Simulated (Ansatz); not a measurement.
# H₂BrO (doublet): from Hartree-Fock to the top rungs at distance O1–H3 along a hydrogen transfer = 1.099 Å, cc-pVDZ

Aim: climb from Hartree-Fock through coupled cluster and multireference methods for H₂BrO (doublet) at one geometry and basis, and see what each rung misses.

The runs use Ansatz 0.2.0, Gaussian basis; cc-pVDZ, core rule «outside noble gas», up to 15 orbitals frozen.

The runs, in order: UHF; CCSD(T) on ROHF; CCSD(T) on UHF; BCCD(T) on ROHF; CISD; CCSDT(Q) on ROHF; CCSDT(Q) on UHF; CASSCF and MRCISD+Q, 3 electrons in 3 orbitals; CASSCF and NEVPT2, 3 electrons in 3 orbitals; CASSCF and MRCISD+Q, 15 electrons in 10 orbitals; CASSCF and NEVPT2, 15 electrons in 10 orbitals.

6 further runs of the same task are left out: 6 that didn't finish.

## Step 1: What is computed

The geometry derives from fragments relaxed apart (PBE0/def2-TZVP) and kept rigid, so it is no stationary point. A hydrogen atom is moved between rigid fragments. No spin-orbit coupling is included. The filled d shell of Br may be among the frozen orbitals whatever the setting's name suggests; the logs give the count.

4 atoms, charge 0, spin multiplicity 2.

Atoms are counted from 1 here; the program's logs count them from 0.

Bond lengths: O1–H2 0.960 Å, O1–H3 1.099 Å, H3–Br4 1.716 Å. Angles: H2–O1–H3 105.1°, O1–H3–Br4 180.0°.

## Step 2: UHF

Contents of in.yaml:

```yaml
crystal:
  periodic: [false, false, false]
  atoms:
    - {symbol: O, position_ang: [-0.916173, -0.231644, 0.000000]}
    - {symbol: H, position_ang: [-1.165482, 0.694932, 0.000000]}
    - {symbol: H, position_ang: [0.182827, -0.231644, 0.000000]}
    - {symbol: Br, position_ang: [1.898827, -0.231644, 0.000000]}
basis:
  gaussian: {orbitals: cc-pVDZ}
magnetization: {spin_polarized: true, initial_magnetization: 1}
hamiltonian: {xc: hf}
output: {orbitals: {seedname: orbitals}}
```

Launch:

```
$ ansatz run in.yaml --threads 1 --pin off --events-out ev --progress --plain --max-ram 2393MiB
```

The runs that follow: CCSD(T) on ROHF; CCSD(T) on UHF; BCCD(T) on ROHF; CISD; CCSDT(Q) on ROHF; CCSDT(Q) on UHF; CASSCF and MRCISD+Q, 3 electrons in 3 orbitals; CASSCF and NEVPT2, 3 electrons in 3 orbitals; CASSCF and MRCISD+Q, 15 electrons in 10 orbitals; CASSCF and NEVPT2, 15 electrons in 10 orbitals.

Before running them: what should the planned runs give, taken together? Wanted: UCCSDT(Q) below the RHF energy; RMP2 from UCCSDT(Q); UMP2 from UCCSDT(Q); RCCSD from UCCSDT(Q); RCCSD(T) from UCCSDT(Q); UCCSD(T) from UCCSDT(Q); RCCSDT(Q) from UCCSDT(Q); NEVPT2 pair from UCCSDT(Q); MRCISD+Q pair from UCCSDT(Q).

The runs gave:

| quantity | value |
| --- | --- |
| UCCSDT(Q) below the RHF energy | -9.4771 eV |
| RMP2 from UCCSDT(Q) | +789.0 meV |
| UMP2 from UCCSDT(Q) | +859.8 meV |
| RCCSD from UCCSDT(Q) | +205.5 meV |
| RCCSD(T) from UCCSDT(Q) | +37.1 meV |
| UCCSD(T) from UCCSDT(Q) | +35.6 meV |
| RCCSDT(Q) from UCCSDT(Q) | +1.5 meV |
| NEVPT2 pair from UCCSDT(Q) | +783.8 meV |
| MRCISD+Q pair from UCCSDT(Q) | +110.8 meV |
| NEVPT2 valence from UCCSDT(Q) | +1386.1 meV |
| levels within 1 kcal/mol (43 meV) | RCCSD(T), UCCSD(T), BCCD(T), RCCSDT, UCCSDT, RCCSDT(Q) |
| T1 diagnostic | 0.025 |
| effectively unpaired electrons | 1.01 |

**Reading.** RCCSD(T) misses by +37.1 meV, 0.4 % of the correlation energy. One determinant dominates. Of the multireference levels listed MRCISD+Q valence comes nearest in total energy (+56.5 meV), which doesn't show that its space is the better one. These misses are within one basis, not against nature; the frozen cores of restricted and unrestricted runs differ, which can shift their rows.
